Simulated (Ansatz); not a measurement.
# GaHClO radical: how energies converge with the basis set

Aim: see how fast density functionals converge with the basis set for GaHClO radical.

Method: one geometry, several basis sets; program: Ansatz 0.2.0, Gaussian basis.

The runs, in order: PBE0-D4/def2-SVP; ωB97M-V/def2-SVP; PBE0-D4/def2-QZVPP; ωB97M-V/def2-QZVPP; the functionals' def2-TZVPP values are taken from earlier runs.

## (1) The geometry

All runs share one geometry, relaxed beforehand with PBE0-D4/def2-TZVP.

4 atoms, charge 0, spin multiplicity 2.

Atoms are counted from 1 here; the program's logs count them from 0.

Bond lengths: O1–Ga2 1.796 Å, Ga2–Cl3 2.128 Å, Ga2–H4 1.543 Å. Angles: O1–Ga2–Cl3 112.7°, O1–Ga2–H4 122.7°, Cl3–Ga2–H4 124.6°.

## (2) PBE0-D4 in def2-SVP

in.yaml

```yaml
crystal:
  periodic: [false, false, false]
  atoms:
    - {symbol: O, position_ang: [-1.739834, -0.117749, -0.212241]}
    - {symbol: Ga, position_ang: [0.030907, 0.144264, -0.061166]}
    - {symbol: Cl, position_ang: [1.050733, -1.557300, 0.708767]}
    - {symbol: H, position_ang: [0.713694, 1.470485, -0.455661]}
basis:
  gaussian: {orbitals: def2-SVP}
magnetization: {spin_polarized: true, initial_magnetization: 1}
hamiltonian: {xc: pbe0, dispersion: d4}
output: {orbitals: {seedname: orbitals}}
```

On the command line:

```sh
$ ansatz run in.yaml --threads 2 --pin off --events-out ev --progress --plain --max-ram 22528MiB --backend cpu
```

After this run come: ωB97M-V in def2-SVP; PBE0-D4 in def2-QZVPP; ωB97M-V in def2-QZVPP.

Before running them: what should the planned runs give, taken together? Wanted: PBE0-D4: double and triple zeta above quadruple; ωB97M-V: double and triple zeta above quadruple.

The runs gave:

```
                                       quantity           value
PBE0-D4: double and triple zeta above quadruple  15.30, 1.68 eV
ωB97M-V: double and triple zeta above quadruple  15.22, 1.61 eV
```

In words: For PBE0-D4 the step from double to triple zeta gains 13.63 eV and the next only 1.68 eV. Total energies overstate the basis error of differences, where much of it tends to cancel.
